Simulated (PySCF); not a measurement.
# F3Tb (TbF3): the cost of one run

Programs: PySCF 2.14.0, with routines of our own; each step states its level. All values are computed. Atoms count from 0.

### Step 1. The starting structure

4 atoms, charge 0, states of the metal's open shell are computed; geometry from: model geometry, bond lengths from ionic radii.

### Step 2. Ligand-field states: state-averaged CASSCF

What the job is given:

```
{"job": {"kind": "lf", "basis": {"metal": "x2c-TZVPall", "ligand": "x2c-SVPall"}, "nevpt": false, "roots": {"7": 7, "5": 140, "3": 113, "1": 123}}, "charge": 0, "metal": "Tb", "open_shell": "f8"}
Tb     0.000000     0.000000     0.000000
F      2.043000     0.000000     0.000000
F     -1.021500     1.769290     0.000000
F     -1.021500    -1.769290     0.000000
```

Method: state-averaged CASSCF of the metal f shell, state-interaction spin-orbit coupling.

On the command line:

```console
$ OMP_NUM_THREADS=1 python lf_run.py task.json out
```

One launch serves the whole session: the jobs run in the order shown.

Q: Estimate the wall time and peak memory of this first job on 1 thread of Arm Neoverse V1, shared host.

About 35 s, with a peak of 0.68 GiB.
